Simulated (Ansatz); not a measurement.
# GeN (quartet): the correlation ladder, aug-cc-pVTZ

An exercise on one series of results from a longer session: the logs are not shown, and one member is left open.

Method: aug-cc-pVTZ, core rule «outside noble gas», up to 15 orbitals frozen; program: Ansatz 0.2.0, Gaussian basis.

To be run: UHF; CCSD(T) on ROHF; CCSD(T) on UHF; BCCD(T) on ROHF; CCSDT(Q) on ROHF; CCSDT(Q) on UHF; CASSCF and MRCISD+Q, 9 electrons in 8 orbitals; CASSCF and NEVPT2, 9 electrons in 8 orbitals.

6 further runs of the same task are left out: 6 set aside as unsound or not needed.

## The geometry

The geometry is a PBE0/def2-TZVPD stationary point (not a proven minimum) of the parent state, kept for this charge and spin. No spin-orbit coupling is included. The filled d shell of Ge may be among the frozen orbitals whatever the setting's name suggests; the logs give the count.

2 atoms, charge 0, spin multiplicity 4.

Atoms are counted from 1 here; the program's logs count them from 0.

Bond lengths: Ge1–N2 1.821 Å.

As a file:

```
atom    x (Å)    y (Å)    z (Å)
 Ge1  0.00000  0.00000  0.00000
  N2  0.00000  0.00000  1.82150
```

Set-up of the first run:

in.yaml

```yaml
crystal:
  periodic: [false, false, false]
  atoms:
    - {symbol: Ge, position_ang: [0.000000, 0.000000, 0.000000]}
    - {symbol: N, position_ang: [0.000000, 0.000000, 1.821500]}
basis:
  gaussian: {orbitals: aug-cc-pVTZ}
magnetization: {spin_polarized: true, initial_magnetization: 3}
hamiltonian: {xc: hf}
output: {orbitals: {seedname: orbitals}}
```

On the command line:

```
$ ansatz run in.yaml --threads 1 --pin off --events-out ev --progress --plain --max-ram 4096MiB --backend cpu
```

Among the steps run: UHF; CCSD(T) on ROHF; CCSD(T) on UHF; BCCD(T) on ROHF; CCSDT(Q) on ROHF; CCSDT(Q) on UHF; CASSCF and MRCISD+Q, 9 electrons in 8 orbitals; CASSCF and NEVPT2, 9 electrons in 8 orbitals.

One of the session's tables, all rows but one given; the rest of the session is left out.

It belongs to the step «Misses and costs». 

```
          method  from UCCSDT(Q) (kJ/mol)
            ROHF                   +633.7
             UHF                   +604.4
            RMP2                   +101.3
            UMP2                   +104.7
           RCCSD                    +26.6
           UCCSD                        ?
        RCCSD(T)                     +4.7
        UCCSD(T)                     +4.2
         BCCD(T)                     +4.7
          RCCSDT                     +1.6
          UCCSDT                     +0.9
       RCCSDT(Q)                     +0.7
       UCCSDT(Q)                        0
  CASSCF valence                   +517.9
  NEVPT2 valence                    +88.3
  MRCISD valence                    +34.5
MRCISD+Q valence                     -3.4
```

**Question.** Estimate the row for UCCSD.

**Answer.** from UCCSDT(Q) (kJ/mol): +25.4. In the column «from UCCSDT(Q) (kJ/mol)» it lies between BCCD(T) (+4.7) and RCCSD (+26.6).

Limits of these values: Restricted and unrestricted rows rest on different reference determinants; where their highest levels disagree by more than a few hundredths of an eV, they describe different states and don't form one ladder.
